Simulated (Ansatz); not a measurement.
# MgSi2N2: the cost of one run

Method: DFT PBE, scalar-relativistic, plane waves, PAW, in Ansatz 0.2.0.

**1. The starting structure**

It takes space group R-3m (No. 166, trigonal). The conventional cell has a = 6.077 Å, b = 6.077 Å, c = 7.144 Å, α = 90.00°, β = 90.00°, γ = 120.00°. Mg (site symmetry -3m) is surrounded by 2 N at 1.77 Å. Around Si (site symmetry 3m) lie 1 N at 1.10 Å. N (site symmetry 3m) has 1 Si at 1.10 Å as nearest neighbours.

Structure file:

```
CELL_PARAMETERS angstrom
3.03831 1.75417 2.38123
-3.03831 1.75417 2.38123
0.00000 -3.50834 2.38123
ATOMIC_POSITIONS crystal
Mg 0.00000 0.00000 0.00000
Si 0.59840 0.59840 0.59840
Si 0.40160 0.40160 0.40160
N 0.24748 0.24748 0.24748
N 0.75252 0.75252 0.75252
```

A structure generator made this guess: random cell by space group and Wyckoff sites (R-3m, No. 166). Lengths come from tabulated atomic sizes and are only a guess.

**2. Probe: one point on a coarse mesh**

File input.yaml:

```yaml
crystal:
  lattice:
    - [3.03830968, 1.75416891, 2.38122881]
    - [-3.03830968, 1.75416891, 2.38122881]
    - [0.0, -3.50833782, 2.38122881]
  atoms:
    - { symbol: Mg, position: [0.0, 0.0, 0.0] }
    - { symbol: Si, position: [0.59840064, 0.59840064, 0.59840064] }
    - { symbol: Si, position: [0.40159936, 0.40159936, 0.40159936] }
    - { symbol: "N", position: [0.24748197, 0.24748197, 0.24748197] }
    - { symbol: "N", position: [0.75251803, 0.75251803, 0.75251803] }
basis:
  ecutwfc: 420
kpoints:
  mp_grid: { grid: [6, 6, 6] }
hamiltonian:
  xc: pbe
scf:
  occupations: { method: gaussian, width: 0.1 }
  lower_state_search: "off"
output:
  forces: true
  stress: true
  eigenvalues: true
```

Started as:

```
$ ansatz run input.yaml --threads 1 --pin off --max-ram 2560MiB --backend cpu --events-out ev --progress --plain --runs-dir out
```

What time and memory should one allow on 1 thread of AMD EPYC (Zen 3), shared host?

About 6 s, with a peak of 0.36 GiB.
